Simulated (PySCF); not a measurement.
**Cd²⁺: dipole response in def2-TZVPPD with ECP28**

How polarisable is Cd²⁺ at the levels listed below?

Program: PySCF 2.14.0. Level of theory: unrestricted determinants in a Gaussian basis, no spin-orbit coupling in the energies. These are calculated values, not measurements, unless marked.

**1. Starting point**

| Property | Result |
| --- | --- |
| Element | cadmium (Z = 48) |
| Basis | def2-TZVPPD with the def2 core potential (28 electrons) (6s4p3d2f1g, 56 functions) |
| Hamiltonian | a scalar-relativistic core potential |
| State 1 | Cd²⁺: [Kr] 4d10, closed-shell 1S |
| Methods | UHF, PBE, PBE0, TPSSh, CAM-B3LYP |

The outer shells:

Cd2+ [Kr] 4d10
```
[Kr] core
4d [↑↓][↑↓][↑↓][↑↓][↑↓]
```

The runs were made by one driver on top of PySCF. The scripts below sum up each run's settings (the driver also hands on starting orbitals that pick excited configurations, and frozen orbitals as a list rather than a count), and the logs come from the driver's own runs. The driver starts from symmetry-adapted Hartree-Fock orbitals, holds the occupation by maximum overlap and uses a logarithmic radial grid for functionals, so a plain start would take other cycles.

The integrals over 56 functions and the set-up took 0.32 s of CPU time.

**2. Cd²⁺, method by method**

UHF:

Input file input.py:

```python
from pyscf import gto, scf, dft, mp, cc
import basis_set_exchange as bse
txt = bse.get_basis("def2-TZVPPD", elements=["Cd"], fmt="nwchem", header=False)
cut = txt.index("\nECP")
mol = gto.M(atom="Cd 0 0 0", charge=2, spin=0, symmetry="D2h",
            basis=gto.basis.parse(txt[:cut]),
            ecp={"Cd": gto.basis.parse_ecp(txt[cut:])})
mf = scf.UHF(mol)
mf.irrep_nelec = {'Ag': (3, 3), 'B1g': (1, 1), 'B2g': (1, 1), 'B3g': (1, 1), 'B1u': (1, 1), 'B2u': (1, 1), 'B3u': (1, 1)}
mf.kernel()
```

Standard output:

```text
damping factor = 0
level_shift factor = 0
DIIS = <class 'pyscf.scf.diis.CDIIS'>
diis_start_cycle = 1
diis_space = 10
diis_damp = 0
SCF conv_tol = 1e-09
SCF conv_tol_grad = None
number electrons alpha = 9  beta = 9
cycle= 1 E= -166.041460421306  delta_E= -3.98e-13  |g|= 3.61e-07  |ddm|= 1.08e-06
converged SCF energy = -166.041460421306  <S^2> = -7.1054274e-15  2S+1 = 1
```

CPU time 0.9 s on a shared host, the integrals not counted.

The occupied shells:

```csv
shell,electrons,mean orbital energy (eV),spread (eV),rms radius (bohr)
4s,2,-149.12,0,0.947
4p,6,-104.85,0,1.04
4d,10,-38.077,0,1.35
```

⟨S²⟩ = 0.000, ⟨L²⟩ = 0.00.

The driver then solved the coupled dipole response at imaginary frequencies: mean α = 3.971 bohr³, C₆ = 17.62 au for a like pair.

Energies and moments cover only the electrons outside the core potential.

PBE:

input.py differs from the last one in:

```diff
@@ -7,3 +7,3 @@
             ecp={"Cd": gto.basis.parse_ecp(txt[cut:])})
-mf = scf.UHF(mol)
+mf = dft.UKS(mol, xc="PBE")
 mf.irrep_nelec = {'Ag': (3, 3), 'B1g': (1, 1), 'B2g': (1, 1), 'B3g': (1, 1), 'B1u': (1, 1), 'B2u': (1, 1), 'B3u': (1, 1)}
```

Standard output:

```text
damping factor = 0
level_shift factor = 0
DIIS = <class 'pyscf.scf.diis.CDIIS'>
diis_start_cycle = 1
diis_space = 10
diis_damp = 0
SCF conv_tol = 1e-09
SCF conv_tol_grad = None
number electrons alpha = 9  beta = 9
XC functionals = PBE
    J. P. Perdew, K. Burke, and M. Ernzerhof.,  Phys. Rev. Lett. 77, 3865 (1996)
    J. P. Perdew, K. Burke, and M. Ernzerhof.,  Phys. Rev. Lett. 78, 1396 (1997)
    J. P. Perdew, K. Burke, and M. Ernzerhof.,  Phys. Rev. Lett. 77, 3865 (1996)
    J. P. Perdew, K. Burke, and M. Ernzerhof.,  Phys. Rev. Lett. 78, 1396 (1997)
cycle= 1 E= -166.811045552532  delta_E= -0.00465  |g|= 0.0907  |ddm|= 0.173
cycle= 2 E= -166.810421588088  delta_E= 0.000624  |g|= 0.108  |ddm|= 0.0814
cycle= 3 E= -166.813026691379  delta_E= -0.00261  |g|= 0.00216  |ddm|= 0.0441
cycle= 4 E= -166.813027924817  delta_E= -1.23e-06  |g|= 1.54e-05  |ddm|= 0.000916
cycle= 5 E= -166.813027924868  delta_E= -5.07e-11  |g|= 1.12e-07  |ddm|= 6.38e-06
converged SCF energy = -166.813027924868  <S^2> = -3.5527137e-15  2S+1 = 1
```

CPU time 1.7 s on a shared host, the integrals not counted.

The driver then solved the coupled dipole response at imaginary frequencies: mean α = 4.511 bohr³, C₆ = 19.81 au for a like pair.

PBE0:

input.py differs from the last one in:

```diff
@@ -7,3 +7,3 @@
             ecp={"Cd": gto.basis.parse_ecp(txt[cut:])})
-mf = dft.UKS(mol, xc="PBE")
+mf = dft.UKS(mol, xc="PBE0")
 mf.irrep_nelec = {'Ag': (3, 3), 'B1g': (1, 1), 'B2g': (1, 1), 'B3g': (1, 1), 'B1u': (1, 1), 'B2u': (1, 1), 'B3u': (1, 1)}
```

Standard output:

```text
damping factor = 0
level_shift factor = 0
DIIS = <class 'pyscf.scf.diis.CDIIS'>
diis_start_cycle = 1
diis_space = 10
diis_damp = 0
SCF conv_tol = 1e-09
SCF conv_tol_grad = None
number electrons alpha = 9  beta = 9
XC functionals = PBE0
    C. Adamo and V. Barone.,  J. Chem. Phys. 110, 6158 (1999)
    M. Ernzerhof and G. E. Scuseria.,  J. Chem. Phys. 110, 5029 (1999)
cycle= 1 E= -166.822125338837  delta_E= -0.00245  |g|= 0.0467  |ddm|= 0.11
cycle= 2 E= -166.822181197999  delta_E= -5.59e-05  |g|= 0.0436  |ddm|= 0.039
cycle= 3 E= -166.822591188085  delta_E= -0.00041  |g|= 0.000143  |ddm|= 0.0184
cycle= 4 E= -166.822591192045  delta_E= -3.96e-09  |g|= 1.12e-05  |ddm|= 9.68e-05
cycle= 5 E= -166.822591192072  delta_E= -2.7e-11  |g|= 9.27e-08  |ddm|= 4.96e-06
converged SCF energy = -166.822591192072  <S^2> = -8.8817842e-15  2S+1 = 1
```

CPU time 2.2 s on a shared host, the integrals not counted.

The driver then solved the coupled dipole response at imaginary frequencies: mean α = 4.323 bohr³, C₆ = 19.10 au for a like pair.

TPSSh:

input.py differs from the last one in:

```diff
@@ -7,3 +7,3 @@
             ecp={"Cd": gto.basis.parse_ecp(txt[cut:])})
-mf = dft.UKS(mol, xc="PBE0")
+mf = dft.UKS(mol, xc="TPSSH")
 mf.irrep_nelec = {'Ag': (3, 3), 'B1g': (1, 1), 'B2g': (1, 1), 'B3g': (1, 1), 'B1u': (1, 1), 'B2u': (1, 1), 'B3u': (1, 1)}
```

Standard output:

```text
damping factor = 0
level_shift factor = 0
DIIS = <class 'pyscf.scf.diis.CDIIS'>
diis_start_cycle = 1
diis_space = 10
diis_damp = 0
SCF conv_tol = 1e-09
SCF conv_tol_grad = None
number electrons alpha = 9  beta = 9
XC functionals = TPSSH
    V. N. Staroverov, G. E. Scuseria, J. Tao, and J. P. Perdew.,  J. Chem. Phys. 119, 12129 (2003)
cycle= 1 E= -166.762164429532  delta_E= -0.00276  |g|= 0.0618  |ddm|= 0.12
cycle= 2 E= -166.762109075924  delta_E= 5.54e-05  |g|= 0.0651  |ddm|= 0.0534
cycle= 3 E= -166.763038800884  delta_E= -0.00093  |g|= 0.000696  |ddm|= 0.027
cycle= 4 E= -166.763038923117  delta_E= -1.22e-07  |g|= 2.15e-05  |ddm|= 0.000294
cycle= 5 E= -166.763038923222  delta_E= -1.05e-10  |g|= 4.39e-08  |ddm|= 9.47e-06
converged SCF energy = -166.763038923222  <S^2> = -5.3290705e-15  2S+1 = 1
```

It used 5.5 s of CPU time after the integrals (shared host).

The driver then solved the coupled dipole response at imaginary frequencies: mean α = 4.402 bohr³, C₆ = 19.47 au for a like pair.

CAM-B3LYP:

input.py differs from the last one in:

```diff
@@ -7,3 +7,3 @@
             ecp={"Cd": gto.basis.parse_ecp(txt[cut:])})
-mf = dft.UKS(mol, xc="TPSSH")
+mf = dft.UKS(mol, xc="CAMB3LYP")
 mf.irrep_nelec = {'Ag': (3, 3), 'B1g': (1, 1), 'B2g': (1, 1), 'B3g': (1, 1), 'B1u': (1, 1), 'B2u': (1, 1), 'B3u': (1, 1)}
```

Standard output:

```text
damping factor = 0
level_shift factor = 0
DIIS = <class 'pyscf.scf.diis.CDIIS'>
diis_start_cycle = 1
diis_space = 10
diis_damp = 0
SCF conv_tol = 1e-09
SCF conv_tol_grad = None
number electrons alpha = 9  beta = 9
XC functionals = CAMB3LYP
    T. Yanai, D. P. Tew, and N. C. Handy.,  Chem. Phys. Lett. 393, 51 (2004)
cycle= 1 E= -166.783973978995  delta_E= -0.00452  |g|= 0.0571  |ddm|= 0.142
cycle= 2 E= -166.78413904751  delta_E= -0.000165  |g|= 0.0476  |ddm|= 0.0464
cycle= 3 E= -166.784615114885  delta_E= -0.000476  |g|= 0.000912  |ddm|= 0.0204
cycle= 4 E= -166.784615276248  delta_E= -1.61e-07  |g|= 8.48e-06  |ddm|= 0.000449
cycle= 5 E= -166.784615276263  delta_E= -1.55e-11  |g|= 1.05e-07  |ddm|= 4.35e-06
converged SCF energy = -166.784615276263  <S^2> = -1.0658141e-14  2S+1 = 1
```

CPU time 3 s on a shared host, the integrals not counted.

The driver then solved the coupled dipole response at imaginary frequencies: mean α = 4.398 bohr³, C₆ = 19.27 au for a like pair.

Radial density 4πr²ρ of Cd²⁺ at UHF, the electrons outside the core potential:

```csv
r (bohr),density
0.0290,1.25e-05
0.0489,5.29e-05
0.0822,0.000380
0.138,0.00451
0.232,0.0705
0.391,1.53
0.658,14.7
1.11,16.2
1.86,3.12
3.13,0.140
5.26,0.000657
```

**3. The response side by side**

Cd²⁺, in atomic units:

```
   method  mean α  C₆ (like pair)  S(−4)
      UHF   3.971           17.62  3.935
      PBE   4.511           19.81  6.342
     PBE0   4.323           19.10  5.381
    TPSSh   4.402           19.47  5.738
CAM-B3LYP   4.398           19.27  5.848
```

α(iu) at CAM-B3LYP:

```
u (hartree)  α(iu) (bohr³)
          0          4.398
     0.0500          4.383
      0.100          4.341
      0.200          4.184
      0.300          3.964
      0.500          3.474
      0.750          2.947
       1.00          2.549
       1.50          1.990
       2.00          1.594
       3.00          1.055
       5.00         0.5196
```

**4. Results**

```
 quantity                             value
α of Cd²⁺  3.971 (UHF) to 4.511 (PBE) bohr³
```

In words: A single London oscillator with the computed α and C₆ of Cd²⁺ at UHF would have ω = 4 C₆ / (3 α²) = 1.49 hartree. The basis is finite, and no extrapolation was made.
